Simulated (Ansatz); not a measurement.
## LuBr in Ansatz: convergence with smearing width

The system is LuBr.

```
Lu Br
1.0
     3.60687    0.00000    0.00000
    -1.80344    3.12364    0.00000
     0.00000    0.00000    9.87175
Lu Br
2 2
Cartesian
  1.8034 1.0412 8.2033
  0.0000 2.0824 3.2675
  1.8034 1.0412 5.3703
  0.0000 2.0824 0.4345
```

The cell comes from a database or a generator and needn't be the stable form of this composition.

```yaml
Program: Ansatz 0.2.0
Task: convergence study
Functional: PBE
Potentials_or_basis: Ansatz PAW
Cutoff: "420 eV (not typed: the program's choice for these potentials)"
k_mesh: 7 × 7 × 3
Occupations: methfessel-paxton, width 0.3 eV
Spin: no spin polarisation
```

These are the settings of the first run; the series varies smearing width, with any setting tied to it.

Hardware: 2 threads of Arm Neoverse V2, on a shared host.

Question: The values tried are 0.3 eV, 0.2 eV, 0.15 eV, 0.1 eV, 0.05 eV, 0.025 eV, 0.01 eV, 0.005 eV, loosest first. From which on does the energy stay within 1 meV/atom of the tightest run that finished?

Answer: From 0.2 eV on.

| smearing width | energy less the tightest run, at zero smearing (meV/atom) | largest force (eV/Å) | SCF cycles | CPU time (s) | peak memory (GiB) |
| --- | --- | --- | --- | --- | --- |
| 0.3 eV | 1.56 | 0.006 | 8 | 8 | 0.35 |
| 0.2 eV | -0.06 | 0.007 | 8 | 7.8 | 0.35 |
| 0.15 eV | -0.46 | 0.008 | 7 | 7.4 | 0.35 |
| 0.1 eV | -0.47 | 0.008 | 8 | 7.8 | 0.35 |
| 0.05 eV | -0.20 | 0.007 | 8 | 7.4 | 0.35 |
| 0.025 eV | -0.09 | 0.007 | 8 | 7.7 | 0.35 |
| 0.01 eV | -0.02 | 0.007 | 8 | 7.8 | 0.35 |
| 0.005 eV | 0.00 | 0.007 | 8 | 7.8 | 0.35 |

Against the tightest run, the largest force stays within 0.005 eV/Å from 0.3 eV on. Narrower smearing needs a denser k mesh, so at a fixed mesh the narrowest width isn't the most accurate. The tightest run that finished is the yardstick and may itself not be fully converged.

Spin-orbit coupling is left out, which matters for the levels of Lu.
